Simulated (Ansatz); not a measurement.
C₂H₆BF, SMILES BCCF: vertical spin-state energies, run with the Ansatz DFT code, driven from Python.

The script, `spin_c2h6bf.py`:
```python
"""Vertical spin-state energies of C2H6BF."""

import ansatz as az
from ase import Atoms

BASIS = "pcseg-2"
FUNCTIONAL = "r2scan"


def main() -> None:
    atoms = Atoms(["B", "C", "C", "F", "H", "H", "H", "H", "H", "H"], positions=[
        (-1.1008, 0.5954, -0.6576),
        (-0.2083, -0.5554, -0.2003),
        (0.9339, -0.0313, 0.6142),
        (1.8388, -1.0827, 1.0124),
        (-1.3184, 0.8361, -1.8382),
        (-1.6892, 1.336, 0.1307),
        (0.2075, -1.0807, -1.092),
        (-0.764, -1.2478, 0.4007),
        (0.6012, 0.5035, 1.5808),
        (1.5824, 0.6755, 0.0523),
    ])
    c2h6bf = az.Crystal.molecule_from_ase(atoms)

    setup = (
        c2h6bf.calculation()
        .basis(gaussian=BASIS)
        .functional(FUNCTIONAL)
    )
    found = {}
    for unpaired in [0, 2]:
        report = setup.spin("collinear", total=unpaired).run(threads=1).report
        s = unpaired / 2
        found[unpaired] = report["free_energy_ev"]
        print(f"2S+1 = {unpaired + 1}: E = {found[unpaired]:.5f} eV, <S^2> = {abs(report['mean_field']['state']['spin_squared']):.3f} (pure state {s * (s + 1):.2f})")
    lowest = min(found, key=found.get)
    for unpaired, e in found.items():
        print(f"multiplicity {unpaired + 1}: {96.485332 * (e - found[lowest]):.1f} kJ/mol above the lowest")


if __name__ == "__main__":
    main()
```

Which spin state is lowest at this geometry, and how far above lie the others?

In order: multiplicity 1 (+0.00 eV) and multiplicity 3 (+4.46 eV), all at the one geometry.

What the script printed:

```console
$ python spin_c2h6bf.py
2S+1 = 1: E = -5563.12327 eV, <S^2> = 0.000 (pure state 0.00)
2S+1 = 3: E = -5558.66078 eV, <S^2> = 2.008 (pure state 2.00)
multiplicity 1: 0.0 kJ/mol above the lowest
multiplicity 3: 430.6 kJ/mol above the lowest
```

Notes:
- Total energies depend on the basis set; only differences at equal settings carry meaning.
- The geometry is a force-field or estimated start, not a minimum of this method, and the basis set is short of its limit. All parts are taken at fixed geometry, without zero-point energy.
- Hardware and time: 38 s on 1 thread of Intel(R) Xeon(R) Processor @ 2.30GHz (shared host), peak memory 0.47 GiB.
